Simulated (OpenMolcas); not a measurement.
**CH5FOSn (SMILES FC[O][SnH3]) at 4 levels**

Wanted: a comparison of 4 runs (HF/3-21G, PBE0/def2-SVP, TPSS/def2-SVP, r2SCAN/def2-SVP) of CH5FOSn. 

The calculation is run with OpenMolcas 26.06.

**1. The structure to begin with**

CH5FOSn has 9 atoms, charge 0, and is taken as a singlet. As SMILES, `FC[O][SnH3]`. The Sn4–H9 distance was set to 3.737 Å, away from the relaxed value. At this shape a bond of the SMILES string is far longer than usual.

Bond lengths: F1–C2 1.398 Å, C2–O3 1.354 Å, O3–Sn4 1.991 Å, C2–H5 1.100 Å, C2–H6 1.095 Å, Sn4–H7 1.705 Å, Sn4–H8 1.700 Å. Angles: F1–C2–O3 110.7°, C2–O3–Sn4 118.4°, F1–C2–H5 105.2°, F1–C2–H6 106.7°, O3–C2–H5 113.4°, O3–C2–H6 109.7°, O3–Sn4–H7 106.3°, O3–Sn4–H8 101.6°, H5–C2–H6 110.9°, H7–Sn4–H8 113.4°.

**2. A single-point energy at HF/3-21G (run 1)**

Contents of mol.inp:

```
&GATEWAY
  BasLib=$CurrDir
  Coord
  9
  angstrom
  F       -1.453832       0.476691       1.369128
  C       -2.148532      -0.711409       1.615428
  O       -1.593032      -1.740909       0.932628
  Sn       0.382268      -1.979009       1.017928
  H       -2.115832      -0.843509       2.706928
  H       -3.176132      -0.552909       1.271528
  H        0.833068      -1.667809       2.632428
  H        0.550768      -3.610609       0.572328
  H        1.953500       0.363100      -1.434400
  Basis=3-21G
  Group=NoSym

&SEWARD

&SCF
  Thresholds=1e-10 1e-07 1e-07 1e-05
  PrOrbitals=1 2
```

The basis set 3-21G is read from a file made from the Basis Set Exchange's data (not shown).

On the command line:

```bash
export MOLCAS_MEM=1860
pymolcas mol.inp > mol.log
```

What it wrote:

```text
--- Start Module: gateway ---
[...]
--- Stop Module: gateway /rc=_RC_ALL_IS_WELL_ ---
--- Start Module: seward ---
[...]
      Basis functions           68
--- Stop Module: seward /rc=_RC_ALL_IS_WELL_ ---
--- Start Module: scf ---
[...]
       Convergence after  14 Iterations
[...]
::    Total SCF energy                              -6209.9761892939
[...]
      Total spin, S                                     0.0000000000
[...]
      Total electronic charge=   78.000000
      Total            charge=   -0.000000
[...]
      Dipole Moment (debye):
      Origin of the operator (angstrom)=   -0.2037   -1.5760    1.0944
                   X= -2.3131E-01               Y= -2.4271E+00               Z=  2.6975E+00           Total=  3.6360E+00
      Quadrupole Moment (debye*angstrom):
[...]
--- Stop Module: scf /rc=_RC_ALL_IS_WELL_ ---
[...]
```

It took 2.3 s on 1 thread of Intel Xeon 6975P-C (Granite Rapids), shared host; peak memory 0.41 GiB.

**3. A single-point energy at PBE0/def2-SVP (core potential) (run 2)**

Contents of job.inp:

```
* CH5FOSn Kohn-Sham DFT
>>> EXPORT MOLCAS_PRINT=2

&GATEWAY
 BasLib=$CurrDir
 Coord
 9
 angstrom
 F       -1.453832       0.476691       1.369128
 C       -2.148532      -0.711409       1.615428
 O       -1.593032      -1.740909       0.932628
 Sn       0.382268      -1.979009       1.017928
 H       -2.115832      -0.843509       2.706928
 H       -3.176132      -0.552909       1.271528
 H        0.833068      -1.667809       2.632428
 H        0.550768      -3.610609       0.572328
 H        1.953500       0.363100      -1.434400
 Basis=def2-SVP
 Group=NoSym

&SEWARD
 GridInput
 Grid=UltraFine
 End of Grid

&SCF
 KSDFT=PBE0
 Thresholds=1e-10 1e-07 1e-07 1e-05
 PrOrbitals=0
```

The basis set def2-SVP is read from a file made from the Basis Set Exchange's data (not shown).

On the command line:

```bash
export MOLCAS_MEM=1860
pymolcas job.inp > job.log
```

What it wrote:

```text
--- Start Module: gateway ---
[...]
--- Stop Module: gateway /rc=_RC_ALL_IS_WELL_ ---
--- Start Module: seward ---
[...]
      Basis functions           93
--- Stop Module: seward /rc=_RC_ALL_IS_WELL_ ---
[...]
--- Start Module: scf ---
[...]
       Convergence after  19 Iterations
[...]
::    Total KS-DFT energy                            -429.9075850033
[...]
      Total spin, S                                     0.0000000000
[...]
      Total electronic charge=   50.000000
      Total            charge=   -0.000000
[...]
      Dipole Moment (debye):
      Origin of the operator (angstrom)=   -0.2037   -1.5760    1.0944
                   X= -3.9073E-01               Y= -2.4844E+00               Z=  2.5353E+00           Total=  3.5710E+00
      Quadrupole Moment (debye*angstrom):
[...]
--- Stop Module: scf /rc=_RC_ALL_IS_WELL_ ---
[...]
```

Wall time 22 s (1 thread of Intel Xeon 6975P-C (Granite Rapids), shared host); peak memory 0.51 GiB.

Run 3 isn't shown in full; the table further down has it.

**4. The energy at r2SCAN/def2-SVP (core potential) (run 4)**

Contents of test.inp:

```
* CH5FOSn Kohn-Sham DFT

&GATEWAY
 BasLib
 $CurrDir
 Coord
 9
 angstrom
 F       -1.453832       0.476691       1.369128
 C       -2.148532      -0.711409       1.615428
 O       -1.593032      -1.740909       0.932628
 Sn       0.382268      -1.979009       1.017928
 H       -2.115832      -0.843509       2.706928
 H       -3.176132      -0.552909       1.271528
 H        0.833068      -1.667809       2.632428
 H        0.550768      -3.610609       0.572328
 H        1.953500       0.363100      -1.434400
 Basis
 def2-SVP
 Group
 NoSym

&SEWARD
 GridInput
 Grid=UltraFine
 End of Grid

&SCF
 KSDFT
 2
 1.0 MGGA_X_R2SCAN
 1.0 MGGA_C_R2SCAN
 Thresholds
 1e-10 1e-07 1e-07 1e-05
 PrOrbitals
 1 2
```

The basis set def2-SVP is read from a file made from the Basis Set Exchange's data (not shown).

On the command line:

```bash
export MOLCAS_MEM=1860
pymolcas test.inp > test.log
```

What it wrote:

```text
--- Start Module: gateway ---
[...]
--- Stop Module: gateway /rc=_RC_ALL_IS_WELL_ ---
--- Start Module: seward ---
[...]
      Basis functions           93
--- Stop Module: seward /rc=_RC_ALL_IS_WELL_ ---
[...]
--- Start Module: scf ---
[...]
       Convergence after  29 Iterations
[...]
::    Total KS-DFT energy                            -430.1092526766
[...]
      Total spin, S                                     0.0000000000
[...]
      Total electronic charge=   50.000000
      Total            charge=   -0.000000
[...]
      Dipole Moment (debye):
      Origin of the operator (angstrom)=   -0.2037   -1.5760    1.0944
                   X= -4.9904E-01               Y= -2.4065E+00               Z=  2.4874E+00           Total=  3.4968E+00
      Quadrupole Moment (debye*angstrom):
[...]
--- Stop Module: scf /rc=_RC_ALL_IS_WELL_ ---
[...]
```

Run time: 46 s. Hardware: 1 thread of Intel Xeon 6975P-C (Granite Rapids), shared host; peak memory 0.51 GiB.

**5. The series**

```tsv
run	level	integration grid	energy (Eh)	dipole moment (D)	HOMO energy (eV)	LUMO energy (eV)	wall time
1	HF/3-21G	–	-6209.976189	3.64	-7.45	-1.48	2.3 s
2	PBE0/def2-SVP (core potential)	UltraFine	-429.907585	3.57	-6.29	-4.26	22 s
3	TPSS/def2-SVP (core potential)	UltraFine	-430.083182	3.55	-5.67	-4.78	45 s
4	r2SCAN/def2-SVP (core potential)	UltraFine	-430.109253	3.50	-5.78	-4.82	46 s
```

**6. Results**

| quantity | value |
| --- | --- |
| run 4: total energy | -430.10925 Eh |
| run 4: dipole moment | 3.50 D |
| run 4: HOMO energy | -5.78 eV |
| run 4: LUMO energy | -4.82 eV |
| run 4: HOMO–LUMO gap | 0.95 eV |

**Reading.** The dipole moment (its size) runs from 3.50 D (r2SCAN/def2-SVP) to 3.64 D (HF/3-21G). The two ends differ in method and basis and core potential. The HOMO–LUMO gap runs from 0.89 eV (TPSS/def2-SVP) to 5.97 eV (HF/3-21G). Totals of different functionals can't be ranked against each other. Some runs of one species differ in core potentials or relativity; totals across that change don't compare. In runs 1, 2, 3, 4 a closed-shell determinant meets a far-stretched bond, which it describes badly. In run 1 relativity is left out where basis or elements ask for it. All runs together took 1.9 min, the longest 46 s.
